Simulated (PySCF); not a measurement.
# [Ho(SH)2]+: other functionals and bases at one geometry

An exercise on one series of results from a longer session: the logs are not shown, and one member is left open.

Computed with PySCF 2.14.0. Level: several levels, as the steps say, no spin–orbit coupling.

1 further run of the same task is left out (for a known fault of the program).

### Starting geometry

5 atoms, charge 1, spin multiplicity 1.

Bond lengths: Ho1–S2 2.464 Å, Ho1–S4 2.464 Å, S2–H3 1.359 Å, S4–H5 1.359 Å. Angles: S2–Ho1–S4 98.7°, Ho1–S2–H3 96.6°, Ho1–S4–H5 96.6°.

As a file:

```xyz
5
H2HoS2
Ho    0.0000    0.0000   -0.7458
S     1.8670   -0.0972    0.8596
H     2.8586   -0.2229   -0.0614
S    -1.8670    0.0972    0.8596
H    -2.8586    0.2229   -0.0614
```

Formal oxidation states: Ho +3. Each metal's 10 4f electrons lie in its core potential, so multiplicities, spins and levels count the valence alone. An earlier session relaxed this geometry at PBE0, Ho lcecp-1-SVP with ECP56, S def2-SVP, H def2-SVP (singlet, point group C2).

At PBE0 on the finer grid: E = -834.540784 Eh, HOMO -12.17 eV, LUMO -7.58 eV, Mulliken charge on Ho1 +1.08 e, largest force component 0.008 eV/Å. 

Levels to run: TPSS; CAM-B3LYP; PBE0, TZVP. Hardware: 2 threads of AMD EPYC 9R14 (Zen 4), shared host.

The first run:

Input file run.py (the lines that set the calculation):

```python
mol = gto.M(atom='''
Ho     0.00000     0.00000    -0.74581
S      1.86700    -0.09724     0.85958
H      2.85855    -0.22287    -0.06135
S     -1.86700     0.09724     0.85958
H     -2.85855     0.22287    -0.06135''',
    basis={'Ho': 'lcecp-1-SVP', 'S': 'def2-SVP', 'H': 'def2-SVP'},
    ecp={'Ho': 'lcecp-1-SVP'},
    charge=1, spin=0)
mf = dft.RKS(mol, xc='TPSS')
mf.grids.atom_grid = (75, 302)  # f atoms: unpruned, at least (60, 302)
mf = mf.density_fit()  # fitting sets: Ho AutoAux, S def2-universal-JKFIT, H def2-universal-JKFIT
mf.conv_tol = 1e-08; mf.max_cycle = 55
mf.kernel(dm0)  # dm0: the density of the relaxed state
```

Launch:

```console
OMP_NUM_THREADS=2 python run.py
```

Steps of the session up to this table: TPSS; CAM-B3LYP; PBE0, TZVP.

One of the session's tables, all rows but one given; the rest of the session is left out.

```
              level  HOMO (eV)  gap (eV)  charge on Ho1 (e)  dipole (D)  largest force component (eV/Å)
PBE0 (relaxed here)     -12.17      4.59               1.08        7.33                            0.01
               TPSS     -11.16      3.09               1.07        7.01                            0.40
          CAM-B3LYP          ?         ?                  ?           ?                               ?
         PBE0, TZVP     -12.10      4.61               1.38        6.98                            0.19
```

Estimate the missing values for CAM-B3LYP.

As computed: HOMO (eV): -13.34; gap (eV): 6.47; charge on Ho1 (e): 1.05; dipole (D): 7.51; largest force component (eV/Å): 0.11. In the column «HOMO (eV)» it is the lowest.

The dipole of a charged species depends on the origin, so these sizes hold for this origin alone.

In one basis the HOMO–LUMO gap runs from 3.09 eV (TPSS) to 6.47 eV (CAM-B3LYP). The largest leftover force, 0.40 eV/Å with TPSS, stands at a geometry relaxed at another level. With 4f in the core, its levels are missing from HOMO and gap, and its count is fixed, so no charge can pass from the ligands into it. Total energies of different levels can't be compared.
